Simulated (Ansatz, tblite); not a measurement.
# C26H8F6S8: a ladder of methods and basis sets

How do method and basis change the picture of C26H8F6S8 (singlet)?

Computed with Ansatz 0.2.0, Gaussian basis. Level: as each input shows.

Plan: GFN1-xTB, GFN2-xTB, PBE-D4/def2-SVP, r2SCAN-D4/def2-SVP, HF/def2-SVP, BHLYP-D4/def2-SVP, BLYP-D4/def2-SVP, r2SCAN-D4/def2-mTZVP, HF/STO-3G, RPA/def2-SVP.

1 further run of the same task is left out (it didn't finish).

## (1) The relaxed structure

The singlet was relaxed beforehand with PBE-D4/def2-SVP.

SMILES `FC(F)(F)c1cc2sc(-c3cc4sc(-c5cc6sc(-c7cc8sc(C(F)(F)F)cc8s7)cc6s5)cc4s3)cc2s1`, 48 atoms, charge 0, spin multiplicity 1.

Bond lengths: F1–C2 1.357 Å, C2–F3 1.352 Å, C2–F4 1.356 Å, C2–C5 1.498 Å, C5–C6 1.384 Å, C5–S40 1.754 Å, C6–C7 1.420 Å, C6–H41 1.097 Å, C7–S8 1.740 Å, C7–C39 1.411 Å, S8–C9 1.768 Å, C9–C10 1.444 Å, C9–C38 1.395 Å, C10–C11 1.396 Å, C10–S37 1.769 Å, C11–C12 1.415 Å, C11–H42 1.098 Å, C12–S13 1.740 Å and more. Angles: F1–C2–F3 107.7°, F1–C2–F4 106.5°, F1–C2–C5 112.0°, F3–C2–F4 107.9°, F3–C2–C5 110.6°, F4–C2–C5 111.9°, C2–C5–C6 126.4°, C2–C5–S40 120.1°, C6–C5–S40 113.5°, C5–C6–C7 110.8°, C5–C6–H41 123.0°, C7–C6–H41 126.1°, C6–C7–S8 135.2°, C6–C7–C39 114.0°, S8–C7–C39 110.7°, C7–S8–C9 91.4°, S8–C9–C10 120.1°, S8–C9–C38 112.1° and more.

PBE0-D4/def2-SVP was run before; its log isn't repeated, and its numbers join the tables.

## (2) GFN1-xTB

Tight binding, by tblite at 300 K electronic temperature and without a spin-polarisation term:

```python
tblite.interface.Calculator('GFN1-xTB', numbers, positions, charge=0, uhf=0).singlepoint()
```

Energy -3257.7960 eV, HOMO -10.69 eV, LUMO -9.17 eV; 0.24 s.

## (3) GFN2-xTB

Tight binding, by tblite at 300 K electronic temperature and without a spin-polarisation term:

```python
tblite.interface.Calculator('GFN2-xTB', numbers, positions, charge=0, uhf=0).singlepoint()
```

Energy -3105.7632 eV, HOMO -10.29 eV, LUMO -8.78 eV; 0.25 s.

## (4) PBE-D4/def2-SVP

start.molden holds the orbitals of an earlier run on this state, given as this run's starting guess.

The input, in.yaml:

```yaml
crystal:
  periodic: [false, false, false]
  atoms:
    - {symbol: F, position_ang: [13.430432, -0.759519, 0.464640]}
    - {symbol: C, position_ang: [12.893901, 0.264735, -0.244804]}
    - {symbol: F, position_ang: [13.336024, 0.158423, -1.518154]}
    - {symbol: F, position_ang: [13.404726, 1.406276, 0.278980]}
    - {symbol: C, position_ang: [11.396770, 0.251414, -0.204193]}
    - {symbol: C, position_ang: [10.547018, 0.074685, -1.282453]}
    - {symbol: C, position_ang: [9.190176, 0.104430, -0.866056]}
    - {symbol: S, position_ang: [7.650435, -0.038937, -1.662714]}
    - {symbol: C, position_ang: [6.792283, 0.139479, -0.127539]}
    - {symbol: C, position_ang: [5.349413, 0.107195, -0.096252]}
    - {symbol: C, position_ang: [4.504591, 0.600076, 0.900134]}
    - {symbol: C, position_ang: [3.143466, 0.378956, 0.584760]}
    - {symbol: S, position_ang: [1.627011, 0.743874, 1.356205]}
    - {symbol: C, position_ang: [0.720997, 0.011181, 0.024634]}
    - {symbol: C, position_ang: [-0.720011, -0.017384, 0.051510]}
    - {symbol: C, position_ang: [-1.586507, -0.435136, -0.963414]}
    - {symbol: C, position_ang: [-2.940393, -0.323171, -0.572078]}
    - {symbol: S, position_ang: [-4.471580, -0.656949, -1.330040]}
    - {symbol: C, position_ang: [-5.350195, -0.113345, 0.106179]}
    - {symbol: C, position_ang: [-6.791624, -0.140850, 0.116003]}
    - {symbol: C, position_ang: [-7.657886, -0.490717, -0.920873]}
    - {symbol: C, position_ang: [-9.014676, -0.395639, -0.521314]}
    - {symbol: S, position_ang: [-10.544422, -0.672246, -1.302596]}
    - {symbol: C, position_ang: [-11.398078, -0.218666, 0.160862]}
    - {symbol: C, position_ang: [-12.894473, -0.263597, 0.200950]}
    - {symbol: F, position_ang: [-13.447395, 0.445607, -0.813547]}
    - {symbol: F, position_ang: [-13.369771, -1.529524, 0.091508]}
    - {symbol: F, position_ang: [-13.354876, 0.245978, 1.365712]}
    - {symbol: C, position_ang: [-10.557230, 0.128644, 1.204886]}
    - {symbol: C, position_ang: [-9.197176, 0.026950, 0.812034]}
    - {symbol: S, position_ang: [-7.664600, 0.302795, 1.588619]}
    - {symbol: C, position_ang: [-4.484530, 0.299672, 1.121417]}
    - {symbol: C, position_ang: [-3.129594, 0.179776, 0.734558]}
    - {symbol: S, position_ang: [-1.599217, 0.508115, 1.493439]}
    - {symbol: C, position_ang: [1.568404, -0.487998, -0.968855]}
    - {symbol: C, position_ang: [2.929283, -0.273888, -0.649960]}
    - {symbol: S, position_ang: [4.446149, -0.641486, -1.420152]}
    - {symbol: C, position_ang: [7.666443, 0.316079, 0.945248]}
    - {symbol: C, position_ang: [9.018980, 0.301462, 0.520253]}
    - {symbol: S, position_ang: [10.556019, 0.453518, 1.322189]}
    - {symbol: H, position_ang: [10.905234, -0.066456, -2.309403]}
    - {symbol: H, position_ang: [4.871043, 1.119768, 1.794794]}
    - {symbol: H, position_ang: [-1.240113, -0.790019, -1.941802]}
    - {symbol: H, position_ang: [-7.309747, -0.795181, -1.916544]}
    - {symbol: H, position_ang: [-10.924184, 0.437230, 2.191297]}
    - {symbol: H, position_ang: [-4.834960, 0.675856, 2.091633]}
    - {symbol: H, position_ang: [1.204962, -0.990418, -1.874098]}
    - {symbol: H, position_ang: [7.329478, 0.418913, 1.984409]}
basis:
  gaussian: {orbitals: def2-SVP, fitting: {mean_field: def2-universal-jkfit}, initial_orbitals: start.molden}
hamiltonian: {xc: pbe, dispersion: d4}
scf: {omitted_lower_state_checks: [starts]}
output: {orbitals: {seedname: orbitals}}
```

Started as:

```sh
$ ansatz run in.yaml --threads 2 --pin off --events-out ev --progress --plain --max-ram 20480MiB --backend cuda --devices 0, --max-vram 18GiB
```

After this run come: r2SCAN-D4/def2-SVP; HF/def2-SVP; BHLYP-D4/def2-SVP; BLYP-D4/def2-SVP; r2SCAN-D4/def2-mTZVP; HF/STO-3G; RPA/def2-SVP.

Before running them: what should the planned runs give, taken together? Wanted: gap in def2-SVP, named functionals and Hartree-Fock, smallest and largest; binding an atom, functionals in def2-SVP.

As calculated:

```
                                                                 quantity                                value
gap in def2-SVP, named functionals and Hartree-Fock, smallest and largest      1.61 eV (BLYP-D4), 6.99 eV (HF)
                                 binding an atom, functionals in def2-SVP  5.00 (BHLYP-D4) to 5.60 eV (PBE-D4)
```

What this shows: Orbital gaps of the named functionals and Hartree-Fock in def2-SVP span 1.61 eV (BLYP-D4) to 6.99 eV (HF); exact exchange widens it.
